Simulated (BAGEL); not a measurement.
**A workflow on singlet CH4ClGe+**

Wanted: the energy (singlet CH4ClGe+, HF/def2-SV(P)), then the energy (doublet CH4ClGe, NEVPT2(3,3)/def2-SV(P)), then the energy (doublet CH4ClGe, CASPT2(3,3)/def2-SV(P)) of CH4ClGe. 

The calculation is run with BAGEL 1.2.2.

3 further runs of the same task are left out: 3 set aside as unsound or not needed.

## 1. Starting point

CH4ClGe+: 7 atoms, total charge +1, spin state singlet. As SMILES of the parent species, `[CH3][GeH][Cl]`. The coordinates come from a PBE0-D4/def2-TZVP relaxation. That shape belongs to the parent species and isn't relaxed for this state.

Bond lengths: C1–Ge2 1.957 Å, Ge2–Cl3 2.169 Å, C1–H4 1.092 Å, C1–H5 1.089 Å, C1–H6 1.091 Å, Ge2–H7 1.553 Å. Angles: C1–Ge2–Cl3 107.0°, C1–Ge2–H7 112.6°, Cl3–Ge2–H7 105.6°, Ge2–C1–H4 108.6°, Ge2–C1–H5 110.0°, Ge2–C1–H6 109.8°, H4–C1–H5 109.4°, H4–C1–H6 109.5°, H5–C1–H6 109.6°.

## 2. A single-point energy at HF/def2-SV(P) (density fitting with svp-jkfit) (run 1)

File calc.json:

```json
{ "bagel": [

{
  "title": "molecule",
  "basis": "def2-sv_p_.json",
  "df_basis": "svp-jkfit",
  "angstrom": true,
  "geometry": [
    { "atom": "C", "xyz": [   -0.733101,    0.438402,   -0.261905 ] },
    { "atom": "Ge", "xyz": [    0.705399,   -0.885498,   -0.183105 ] },
    { "atom": "Cl", "xyz": [    1.016999,   -1.361698,    1.909495 ] },
    { "atom": "H", "xyz": [   -0.433401,    1.314502,    0.317295 ] },
    { "atom": "H", "xyz": [   -1.646201,    0.021402,    0.160795 ] },
    { "atom": "H", "xyz": [   -0.909900,    0.729400,   -1.298200 ] },
    { "atom": "H", "xyz": [    2.061399,   -0.324498,   -0.690105 ] }
  ]
},
{
  "title": "hf",
  "charge": 1
},
{
  "title": "print",
  "file": "orbitals.molden",
  "orbitals": true
}

]}
```

The basis set def2-SV(P) is read from a file made from the Basis Set Exchange's data (not shown).

Command:

```sh
$ BAGEL_NUM_THREADS=1 BAGEL calc.json > calc.out
```

Log:

```text
* using 1 threads per process

  ===============================================================
  ===============================================================

  *** Geometry ***

  { "atom" : "C", "xyz" : [     -1.385360,      0.828460,     -0.494929 ] },
  { "atom" : "Ge", "xyz" : [      1.333011,     -1.673349,     -0.346018 ] },
  { "atom" : "Cl", "xyz" : [      1.921850,     -2.573236,      3.608423 ] },
  { "atom" : "H", "xyz" : [     -0.819009,      2.484049,      0.599601 ] },
  { "atom" : "H", "xyz" : [     -3.110869,      0.040444,      0.303859 ] },
  { "atom" : "H", "xyz" : [     -1.719462,      1.378366,     -2.453242 ] },
  { "atom" : "H", "xyz" : [      3.895480,     -0.613212,     -1.304109 ] },

  Number of auxiliary basis functions:      541

  Since a DF basis is specified, we compute 2- and 3-index integrals:
    o Being stored without compression. Storage requirement is 0.022 GB

  Number of basis functions:       72
  Number of electrons      :       59

    * METHOD: MOLECULE                             0.19

  *** RHF ***

  === Nuclear Repulsion ===
   253.3597556032

      * DIIS with orbital gradients will be used.

  === RHF iteration (def2-sv_p_.json) ===
      0      -2574.20184740          0.01388466           0.06
      1      -2574.30318412          0.00753894           0.06
      2      -2574.32768571          0.00140075           0.08
      3      -2574.32922761          0.00054891           0.08
      4      -2574.32940417          0.00015927           0.07
      5      -2574.32944208          0.00005437           0.06
      6      -2574.32944731          0.00002238           0.06
      7      -2574.32944821          0.00000833           0.06
      8      -2574.32944836          0.00000284           0.06
      9      -2574.32944838          0.00000108           0.06
     10      -2574.32944838          0.00000043           0.06
     11      -2574.32944838          0.00000016           0.06
     12      -2574.32944838          0.00000007           0.06
     13      -2574.32944838          0.00000003           0.06
     14      -2574.32944838          0.00000001           0.06
     15      -2574.32944838          0.00000001           0.06
    * SCF iteration converged.

    * Permanent dipole moment:
           (    0.427122,    -0.172882,     1.601586) a.u.

    * METHOD: HF                                   1.20

    * METHOD: PRINT                                0.01

  ===============================================================
```

It took 1.7 s on 1 thread of Intel Xeon 6975P-C (Granite Rapids), shared host; peak memory 0.14 GiB.

## 3. Doublet neutral CH4ClGe: a single-point energy at NEVPT2(3,3)/def2-SV(P) (density fitting with svp-jkfit) (run 2)

File input.json:

```json
{ "bagel" : [

{
  "title" : "molecule",
  "basis" : "def2-sv_p_.json",
  "df_basis" : "svp-jkfit",
  "angstrom" : true,
  "geometry" : [
    { "atom" : "C", "xyz" : [      -0.733101,       0.438402,      -0.261905 ] },
    { "atom" : "Ge", "xyz" : [       0.705399,      -0.885498,      -0.183105 ] },
    { "atom" : "Cl", "xyz" : [       1.016999,      -1.361698,       1.909495 ] },
    { "atom" : "H", "xyz" : [      -0.433401,       1.314502,       0.317295 ] },
    { "atom" : "H", "xyz" : [      -1.646201,       0.021402,       0.160795 ] },
    { "atom" : "H", "xyz" : [      -0.909900,       0.729400,      -1.298200 ] },
    { "atom" : "H", "xyz" : [       2.061399,      -0.324498,      -0.690105 ] }
  ]
},

{ "title" : "hf", "charge" : 1 },

{ "title" : "casscf", "nstate" : 1, "nact" : 3, "nclosed" : 28, "nspin" : 1, "active" : [24, 30, 35], "maxiter" : 200, "natocc" : true },

{
  "title" : "nevpt2",
  "nstate" : 1,
  "nact" : 3,
  "nclosed" : 28,
  "nspin" : 1,
  "active" : [24, 30, 35],
  "maxiter" : 200,
  "natocc" : true,
  "ncore" : 15
},

{ "title" : "print", "file" : "orbitals.molden", "orbitals" : true }

]}
```

The basis set def2-SV(P) is read from a file made from the Basis Set Exchange's data (not shown).

Command:

```sh
$ BAGEL_NUM_THREADS=1 BAGEL input.json > input.out
```

Log:

```text
* using 1 threads per process

  ===============================================================
  ===============================================================

  *** Geometry ***

  { "atom" : "C", "xyz" : [     -1.385360,      0.828460,     -0.494929 ] },
  { "atom" : "Ge", "xyz" : [      1.333011,     -1.673349,     -0.346018 ] },
  { "atom" : "Cl", "xyz" : [      1.921850,     -2.573236,      3.608423 ] },
  { "atom" : "H", "xyz" : [     -0.819009,      2.484049,      0.599601 ] },
  { "atom" : "H", "xyz" : [     -3.110869,      0.040444,      0.303859 ] },
  { "atom" : "H", "xyz" : [     -1.719462,      1.378366,     -2.453242 ] },
  { "atom" : "H", "xyz" : [      3.895480,     -0.613212,     -1.304109 ] },

  Number of auxiliary basis functions:      541

  Since a DF basis is specified, we compute 2- and 3-index integrals:
    o Being stored without compression. Storage requirement is 0.022 GB

  Number of basis functions:       72
  Number of electrons      :       59

    * METHOD: MOLECULE                             0.19

  *** RHF ***

  === Nuclear Repulsion ===
   253.3597556032

      * DIIS with orbital gradients will be used.

  === RHF iteration (def2-sv_p_.json) ===
      0      -2574.20184740          0.01388466           0.06
      1      -2574.30318412          0.00753894           0.06
      2      -2574.32768571          0.00140075           0.06
      3      -2574.32922761          0.00054891           0.06
      4      -2574.32940417          0.00015927           0.06
      5      -2574.32944208          0.00005437           0.06
      6      -2574.32944731          0.00002238           0.06
      7      -2574.32944821          0.00000833           0.06
      8      -2574.32944836          0.00000284           0.06
      9      -2574.32944838          0.00000108           0.06
     10      -2574.32944838          0.00000043           0.06
     11      -2574.32944838          0.00000016           0.06
     12      -2574.32944838          0.00000007           0.06
     13      -2574.32944838          0.00000003           0.06
     14      -2574.32944838          0.00000001           0.06
     15      -2574.32944838          0.00000001           0.06
    * SCF iteration converged.

    * Permanent dipole moment:
           (    0.427122,    -0.172882,     1.601586) a.u.

    * METHOD: HF                                   1.13

  ---------------------------
      CASSCF calculation
  ---------------------------

    ==== Active orbitals : =====
         Orbital 24
         Orbital 30
         Orbital 35
    ============================

    * nstate   :      1
    * nclosed  :     28
    * nact     :      3
    * nvirt    :     41
  === CASSCF iteration (def2-sv_p_.json) ===

    * Using the second-order algorithm

      0  0     -2574.60208781     1.26e-02      0.02

      1  0     -2574.63279555     6.02e-04      0.31

      2  0     -2574.64443748     7.14e-04      0.31

      3  0     -2574.64637493     3.32e-04      0.32

      4  0     -2574.64708176     5.42e-05      0.29

      5  0     -2574.64709423     8.38e-06      0.37

      6  0     -2574.64709438     1.13e-06      0.36

      7  0     -2574.64709438     1.81e-07      0.31

      8  0     -2574.64709438     3.70e-08      0.37

      9  0     -2574.64709438     8.43e-09      0.27

    * Second-order optimization converged. *

     guess   0:   closed 1..                  open .1.

  === FCI iteration ===

      0  0     -2574.63123920     5.65e-02      0.00
      1  0     -2574.64709389     2.31e-04      0.00
      2  0     -2574.64709437     3.54e-05      0.00
      3  0     -2574.64709438     2.54e-06      0.00
      4  0     -2574.64709438     4.48e-08      0.00
      5  0     -2574.64709438     3.15e-10      0.00
      6  0 *   -2574.64709438     2.35e-12      0.00

     * ci vector, state   0, <S^2> = 0.7500
       2a.     0.9956548688
       .a2     0.0930896214

    * METHOD: CASSCF                               3.07

    * freezing 15 orbitals

  === DF-NEVPT2 calculation ===

    * 3-index integral transformation done
    * assembly done

      NEVPT2 correlation energy:   -0.4453594086      0.11

          (+0)     -0.3697712339
          (+0)'    -0.0174901633
          (+1)     -0.0121378944
          (+1)'    -0.0002987548
          (+2)     -0.0001726043
          (-1)     -0.0393166892
          (-1)'    -0.0004419367
          (-2)     -0.0057301320

      NEVPT2 total energy:       -2575.0924537921

    * METHOD: NEVPT2                               0.23

    * METHOD: PRINT                                0.01

  ===============================================================
```

Run time: 5.1 s. Hardware: 1 thread of Intel Xeon 6975P-C (Granite Rapids), shared host; peak memory 0.14 GiB.

## 4. Doublet neutral CH4ClGe: the energy at CASPT2(3,3)/def2-SV(P) (density fitting with svp-jkfit) (run 3)

input.json, as its differences from that of step 3:

```diff
@@ -18,8 +18,9 @@
 
-{ "title" : "hf", "charge" : 1 },
-
-{ "title" : "casscf", "nstate" : 1, "nact" : 3, "nclosed" : 28, "nspin" : 1, "active" : [24, 30, 35], "maxiter" : 200, "natocc" : true },
+{
+  "title" : "hf",
+  "charge" : 1
+},
 
 {
-  "title" : "nevpt2",
+  "title" : "casscf",
   "nstate" : 1,
@@ -27,2 +28,3 @@
   "nclosed" : 28,
+  "charge" : 0,
   "nspin" : 1,
@@ -30,7 +32,21 @@
   "maxiter" : 200,
-  "natocc" : true,
-  "ncore" : 15
+  "natocc" : true
 },
 
-{ "title" : "print", "file" : "orbitals.molden", "orbitals" : true }
+{
+  "title" : "print",
+  "file" : "orbitals.molden",
+  "orbitals" : true
+},
+
+{
+  "title" : "smith",
+  "method" : "caspt2",
+  "ms" : true,
+  "xms" : true,
+  "sssr" : true,
+  "shift" : 0.2,
+  "shift_imag" : true,
+  "ncore" : 15
+}
```

The basis set def2-SV(P) is read from a file made from the Basis Set Exchange's data (not shown).

Command:

```sh
$ BAGEL_NUM_THREADS=1 BAGEL input.json > input.out
```

Log:

```text
* using 1 threads per process

  ===============================================================
  ===============================================================

  *** Geometry ***

  { "atom" : "C", "xyz" : [     -1.385360,      0.828460,     -0.494929 ] },
  { "atom" : "Ge", "xyz" : [      1.333011,     -1.673349,     -0.346018 ] },
  { "atom" : "Cl", "xyz" : [      1.921850,     -2.573236,      3.608423 ] },
  { "atom" : "H", "xyz" : [     -0.819009,      2.484049,      0.599601 ] },
  { "atom" : "H", "xyz" : [     -3.110869,      0.040444,      0.303859 ] },
  { "atom" : "H", "xyz" : [     -1.719462,      1.378366,     -2.453242 ] },
  { "atom" : "H", "xyz" : [      3.895480,     -0.613212,     -1.304109 ] },

  Number of auxiliary basis functions:      541

  Since a DF basis is specified, we compute 2- and 3-index integrals:
    o Being stored without compression. Storage requirement is 0.022 GB

  Number of basis functions:       72
  Number of electrons      :       59

    * METHOD: MOLECULE                             0.20

  *** RHF ***

  === Nuclear Repulsion ===
   253.3597556032

      * DIIS with orbital gradients will be used.

  === RHF iteration (def2-sv_p_.json) ===
      0      -2574.20184740          0.01388466           0.08
      1      -2574.30318412          0.00753894           0.06
      2      -2574.32768571          0.00140075           0.06
      3      -2574.32922761          0.00054891           0.06
      4      -2574.32940417          0.00015927           0.06
      5      -2574.32944208          0.00005437           0.06
      6      -2574.32944731          0.00002238           0.06
      7      -2574.32944821          0.00000833           0.06
      8      -2574.32944836          0.00000284           0.06
      9      -2574.32944838          0.00000108           0.06
     10      -2574.32944838          0.00000043           0.06
     11      -2574.32944838          0.00000016           0.06
     12      -2574.32944838          0.00000007           0.06
     13      -2574.32944838          0.00000003           0.06
     14      -2574.32944838          0.00000001           0.06
     15      -2574.32944838          0.00000001           0.06
    * SCF iteration converged.

    * Permanent dipole moment:
           (    0.427122,    -0.172882,     1.601586) a.u.

    * METHOD: HF                                   1.22

  ---------------------------
      CASSCF calculation
  ---------------------------

    ==== Active orbitals : =====
         Orbital 24
         Orbital 30
         Orbital 35
    ============================

    * nstate   :      1
    * nclosed  :     28
    * nact     :      3
    * nvirt    :     41
  === CASSCF iteration (def2-sv_p_.json) ===

    * Using the second-order algorithm

      0  0     -2574.60208781     1.26e-02      0.02

      1  0     -2574.63279555     6.02e-04      0.31

      2  0     -2574.64443748     7.14e-04      0.30

      3  0     -2574.64637493     3.32e-04      0.33

      4  0     -2574.64708176     5.42e-05      0.30

      5  0     -2574.64709423     8.38e-06      0.32

      6  0     -2574.64709438     1.13e-06      0.30

      7  0     -2574.64709438     1.81e-07      0.31

      8  0     -2574.64709438     3.70e-08      0.33

      9  0     -2574.64709438     8.43e-09      0.30

    * Second-order optimization converged. *

     guess   0:   closed 1..                  open .1.

  === FCI iteration ===

      0  0     -2574.63123920     5.65e-02      0.00
      1  0     -2574.64709389     2.31e-04      0.00
      2  0     -2574.64709437     3.54e-05      0.00
      3  0     -2574.64709438     2.54e-06      0.00
      4  0     -2574.64709438     4.48e-08      0.00
      5  0     -2574.64709438     3.15e-10      0.00
      6  0 *   -2574.64709438     2.35e-12      0.00

     * ci vector, state   0, <S^2> = 0.7500
       2a.     0.9956548688
       .a2     0.0930896214

    * METHOD: CASSCF                               2.97

    * METHOD: PRINT                                0.01

  === SMITH program ===

    * freezing 15 orbitals

    * Approximate memory requirement for SMITH calulation per MPI process:
      o Storage requirement for T-amplitude, lambda, and residual is 0.01 GB
      o Storage requirement for MO integrals is 0.00 GB
    * Calculating and saving rdm4f

    * Zeroth order energy : state  0       -1.4055558292

    * CASPT2 iteration is performed using orthogonal basis

      -------------------------------------------  CASPT2 iteration  ---------------------------------------------------
       #      aibj      arbs      arbi      airj      risj      airs      arst      rist         Etot      error   time
      ------------------------------------------------------------------------------------------------------------------

       0  -0.36918  -0.00701  -0.04183  -0.01361  -0.00026  -0.01580  -0.00043  -0.00028   -0.4483961  0.0017085   0.05
       1  -0.36940  -0.00707  -0.04195  -0.01372  -0.00028  -0.01621  -0.00045  -0.00030   -0.4493904  0.0003207   0.04
       2  -0.36942  -0.00707  -0.04195  -0.01372  -0.00028  -0.01622  -0.00045  -0.00030   -0.4494299  0.0000669   0.05
       3  -0.36942  -0.00707  -0.04196  -0.01372  -0.00028  -0.01623  -0.00045  -0.00030   -0.4494313  0.0000149   0.05
       4  -0.36942  -0.00707  -0.04196  -0.01372  -0.00028  -0.01623  -0.00045  -0.00030   -0.4494314  0.0000033   0.05
       5  -0.36942  -0.00707  -0.04196  -0.01372  -0.00028  -0.01623  -0.00045  -0.00030   -0.4494314  0.0000007   0.05

      ------------------------------------------------------------------------------------------------------------------

    * CASPT2 energy : state  0    -2575.0988563655
        w/o shift correction      -2575.0965258164
        reference weight              0.8748909358

    * METHOD: SMITH                                0.47

  ===============================================================
```

Wall time 5.4 s (1 thread of Intel Xeon 6975P-C (Granite Rapids), shared host); peak memory 0.15 GiB.

## 5. What came out

```
                                    quantity           value
          run 1, HF/def2-SV(P): total energy  -2574.32945 Eh
           run 1, HF/def2-SV(P): HOMO energy       -17.57 eV
           run 1, HF/def2-SV(P): LUMO energy        -7.36 eV
         run 1, HF/def2-SV(P): HOMO–LUMO gap        10.21 eV
doublet neutral CH4ClGe, run 2: total energy  -2575.09245 Eh
doublet neutral CH4ClGe, run 3: total energy  -2575.09886 Eh
```
